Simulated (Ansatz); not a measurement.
# GaH2Cl (built from SMILES [Cl][GaH2]): single points off equilibrium

The atoms stand at a displaced guess of a reacting structure. How far do the functionals agree with CCSD(T) there?

Program: Ansatz 0.2.0, Gaussian basis. Level of theory: single points in def2-TZVPP. These are calculated values, not measurements.

Cores are frozen in the correlated methods. Filled d shells of the heavier atoms are correlated.

### 1 Where the work starts

4 atoms, charge 0, spin multiplicity 1.

Atoms are counted from 1 here; the program's logs count them from 0.

Bond lengths: Ga1–Cl4 2.298 Å.

As a file:

```xyz
4
charge 0, multiplicity 1
Ga   -1.2221   -0.0509    0.3097
H     0.0426   -0.2626   -1.4797
H     0.7556    0.1947   -0.6545
Cl    0.6682    0.3318    1.5598
```

### 2 CCSD(T)/def2-TZVPP

run/in.yaml reads:

```yaml
crystal:
  periodic: [false, false, false]
  atoms:
    - {symbol: Ga, position_ang: [-1.222100, -0.050900, 0.309700]}
    - {symbol: H, position_ang: [0.042600, -0.262600, -1.479700]}
    - {symbol: H, position_ang: [0.755600, 0.194700, -0.654500]}
    - {symbol: Cl, position_ang: [0.668200, 0.331800, 1.559800]}
basis:
  gaussian: {orbitals: def2-TZVPP}
correlation: {method: ccsd_t}
output: {forces: true}
```

No record of the launch command was kept for these runs.

### 3 PBE0-D4/def2-TZVPP

run/in.yaml: that of step 2 with these lines changed.

```diff
@@ -9,3 +9,3 @@
   gaussian: {orbitals: def2-TZVPP}
-correlation: {method: ccsd_t}
-output: {forces: true}
+hamiltonian: {xc: pbe0, dispersion: d4}
+output: {forces: true, orbitals: {seedname: orbitals}}
```

### 4 wB97M-V/def2-TZVPP

run/in.yaml: that of step 3 with these lines changed.

```diff
@@ -9,3 +9,3 @@
   gaussian: {orbitals: def2-TZVPP}
-hamiltonian: {xc: pbe0, dispersion: d4}
-output: {forces: true, orbitals: {seedname: orbitals}}
+hamiltonian: {xc: {name: wB97M-V}}
+output: {forces: true}
```

### 5 r2SCAN-D4/def2-TZVPP

run/in.yaml: that of step 4 with these lines changed.

```diff
@@ -9,3 +9,3 @@
   gaussian: {orbitals: def2-TZVPP}
-hamiltonian: {xc: {name: wB97M-V}}
+hamiltonian: {xc: r2scan, dispersion: d4}
 output: {forces: true}
```

### 6 PBE-D4/def2-TZVPP

run/in.yaml: that of step 5 with these lines changed.

```diff
@@ -9,3 +9,3 @@
   gaussian: {orbitals: def2-TZVPP}
-hamiltonian: {xc: r2scan, dispersion: d4}
+hamiltonian: {xc: pbe, dispersion: d4}
 output: {forces: true}
```

### 7 HSE06-D4/def2-TZVPP

run/in.yaml: that of step 6 with these lines changed.

```diff
@@ -9,3 +9,3 @@
   gaussian: {orbitals: def2-TZVPP}
-hamiltonian: {xc: pbe, dispersion: d4}
+hamiltonian: {xc: hse06, dispersion: d4}
 output: {forces: true}
```

### 8 r2SCAN0-D4/def2-TZVPP

run/in.yaml: that of step 7 with these lines changed.

```diff
@@ -9,3 +9,3 @@
   gaussian: {orbitals: def2-TZVPP}
-hamiltonian: {xc: hse06, dispersion: d4}
+hamiltonian: {xc: {name: r2SCAN0}, dispersion: d4}
 output: {forces: true}
```

(Steps that only read results are left out.)

What does the calculation give? Wanted: energy less free atoms, CCSD(T)/def2-TZVPP; RMS force component; RMS force error; HOMO and LUMO, PBE0-D4; T1 diagnostic.

**Answer**, as computed:

| quantity | value |
| --- | --- |
| energy less free atoms, CCSD(T)/def2-TZVPP | -742.4 kJ/mol |
| RMS force component | 1.492 to 1.710 eV/Å over the methods |
| RMS force error | PBE0-D4 0.083, wB97M-V 0.077, r2SCAN-D4 0.120, PBE-D4 0.221, HSE06-D4 0.088, r2SCAN0-D4 0.089 eV/Å |
| HOMO and LUMO, PBE0-D4 | -7.20 and -1.86 eV |
| T1 diagnostic | 0.013 |

What this shows: Against CCSD(T) the functionals' energies less atoms differ by -41.7 to -6.1 kJ/mol, PBE-D4 by -41.7 kJ/mol. CCSD(T) in triple zeta still lacks some correlation energy of the bonds, so part of these gaps is its own basis error and they don't rank the functionals. The forces of wB97M-V come nearest to CCSD(T), those of PBE-D4 are farthest. Frozen-core CCSD(T) forces in triple zeta carry basis errors of their own, and this is one geometry, so small gaps rank nothing.
